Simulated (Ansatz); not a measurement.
**CH9GeN (built from SMILES N.[CH3][GeH3]): a barrier at many levels of theory**

Aim: the barrier and energy of one elementary step (Ge1–N7 formed, H2–H6 formed, Ge1–H2 broken, H6–N7 broken) from LDA up to coupled cluster, on fixed structures, to see where each rung fails.

Method: single points in def2-TZVPP on PBE0-D4/def2-TZVP structures; program: Ansatz 0.2.0, Gaussian basis.

Levels: SPW92, PBE-D4, BLYP-D4, r2SCAN-D4, B97M-V, PBE0-D4, B3LYP-D4, r2SCAN0-D4, BHLYP-D4, CAM-B3LYP-D4, wB97X-V, wB97M-V, B2PLYP, PBE-QIDH, RPA on PBE, Hartree-Fock, MP2, CCSD, CCSD(T). The reference is CCSD(T) at the basis limit, from triple and quadruple zeta. Zero-point energies come from PBE0-D4 vibrations.

Correlated methods freeze the cores. Filled d shells of the heavier atoms are correlated. B3LYP uses VWN-RPA correlation. B2PLYP carries no dispersion term here.

22 further runs of the same task are left out: 22 set aside as unsound or not needed.

## 1. The three structures

Charge 0, multiplicity 1. The folders r, ts and p hold the start, the saddle and the end; their coordinates stand in the first inputs.

| pair | r (Å) | ts (Å) | p (Å) |
| --- | --- | --- | --- |
| Ge1–N7 | 3.484 | 2.007 | 1.849 |
| H2–H6 | 2.914 | 1.205 | 0.750 |
| Ge1–H2 | 1.541 | 2.075 | 4.167 |
| H6–N7 | 1.013 | 1.168 | 2.640 |

## 2. wB97M-V/def2-TZVPP

File r/in.yaml:

```yaml
crystal:
  periodic: [false, false, false]
  atoms:
    - {symbol: Ge, position_ang: [-1.306700, -0.511796, 0.430226]}
    - {symbol: H, position_ang: [-0.911471, -1.600055, -0.585999]}
    - {symbol: H, position_ang: [-2.527130, -1.032054, 1.219517]}
    - {symbol: H, position_ang: [-1.754708, 0.739735, -0.348344]}
    - {symbol: C, position_ang: [0.169868, -0.101714, 1.632429]}
    - {symbol: H, position_ang: [1.100807, -0.260280, -2.213350]}
    - {symbol: N, position_ang: [1.212940, 0.605812, -1.700634]}
    - {symbol: H, position_ang: [-0.124600, 0.665693, 2.349406]}
    - {symbol: H, position_ang: [0.473791, -0.994351, 2.180602]}
    - {symbol: H, position_ang: [1.004186, 0.260053, 1.031701]}
    - {symbol: H, position_ang: [0.532380, 1.258508, -2.070051]}
    - {symbol: H, position_ang: [2.130437, 0.970449, -1.925602]}
basis:
  gaussian: {orbitals: def2-TZVPP}
hamiltonian: {xc: {name: wB97M-V}}
```

File ts/in.yaml:

```yaml
crystal:
  periodic: [false, false, false]
  atoms:
    - {symbol: Ge, position_ang: [-0.723122, 0.100264, 0.007222]}
    - {symbol: H, position_ang: [0.287782, -1.605142, -0.605100]}
    - {symbol: H, position_ang: [-1.982505, -0.705271, -0.332953]}
    - {symbol: H, position_ang: [-1.215079, 1.597776, 0.021867]}
    - {symbol: C, position_ang: [0.191166, -0.135047, 1.710173]}
    - {symbol: H, position_ang: [0.630530, -0.752311, -1.384126]}
    - {symbol: N, position_ang: [0.454533, 0.383513, -1.592757]}
    - {symbol: H, position_ang: [-0.281389, 0.478294, 2.479696]}
    - {symbol: H, position_ang: [0.181363, -1.186276, 1.991127]}
    - {symbol: H, position_ang: [1.230591, 0.180146, 1.602047]}
    - {symbol: H, position_ang: [-0.020034, 0.641436, -2.453086]}
    - {symbol: H, position_ang: [1.245964, 1.002616, -1.444209]}
basis:
  gaussian: {orbitals: def2-TZVPP}
hamiltonian: {xc: {name: wB97M-V}}
```

File p/in.yaml:

```yaml
crystal:
  periodic: [false, false, false]
  atoms:
    - {symbol: Ge, position_ang: [-0.839452, 0.724598, 0.052517]}
    - {symbol: H, position_ang: [1.060841, -2.800362, -1.100771]}
    - {symbol: H, position_ang: [-2.111086, -0.094892, -0.234511]}
    - {symbol: H, position_ang: [-1.245784, 2.205337, 0.270618]}
    - {symbol: C, position_ang: [0.123156, 0.067522, 1.610120]}
    - {symbol: H, position_ang: [0.913647, -2.075438, -1.224927]}
    - {symbol: N, position_ang: [0.259438, 0.475620, -1.413330]}
    - {symbol: H, position_ang: [-0.491401, 0.155153, 2.507168]}
    - {symbol: H, position_ang: [0.391970, -0.978926, 1.462960]}
    - {symbol: H, position_ang: [1.036565, 0.645493, 1.761240]}
    - {symbol: H, position_ang: [-0.199681, 0.640382, -2.299086]}
    - {symbol: H, position_ang: [1.101589, 1.035514, -1.392098]}
basis:
  gaussian: {orbitals: def2-TZVPP}
hamiltonian: {xc: {name: wB97M-V}}
```

No record of the launch command was kept for these runs.

Further steps of the session: CCSD(T)/def2-TZVPP; MP2/def2-QZVPP; Vibrations of the start structure; Vibrations of the end structure.

Before running it: what results should come out? Wanted: barrier, CCSD(T)/CBS; reverse barrier, CCSD(T)/CBS; step energy, CCSD(T)/CBS; barrier with zero-point energy; step energy with zero-point energy; imaginary mode at the saddle; largest T1 diagnostic.

As calculated:

| quantity | value |
| --- | --- |
| barrier, CCSD(T)/CBS | 54.6 kcal/mol |
| reverse barrier, CCSD(T)/CBS | 48.8 kcal/mol |
| step energy, CCSD(T)/CBS | +5.8 kcal/mol |
| barrier with zero-point energy | 52.1 kcal/mol |
| step energy with zero-point energy | +2.8 kcal/mol |
| imaginary mode at the saddle | 1216i cm⁻¹ |
| largest T1 diagnostic | 0.011 |

The functionals run from B2PLYP, off by -0.9 kcal/mol, to SPW92, off by -15.3 kcal/mol, against CCSD(T)/CBS. By rung, the mean size of the error is: LDA 15.3, GGA 7.4, meta-GGA 4.9, hybrid 3.2, range-separated hybrid 1.5, double hybrid 1.6 kcal/mol. PBE-D4 gives a barrier 8.9 kcal/mol too low, outside chemical accuracy (1 kcal/mol). Every functional without exact exchange puts the barrier too low, the usual mark of self-interaction error, which favours the spread-out density of a saddle. The barrier rises with the share of exact exchange, from BLYP-D4 through B3LYP-D4 to BHLYP-D4 (-5.9, -3.0, +1.1 kcal/mol). Hartree-Fock, with no correlation, is off by +11.0 kcal/mol. Zero-point motion lowers the barrier by 2.4 kcal/mol.
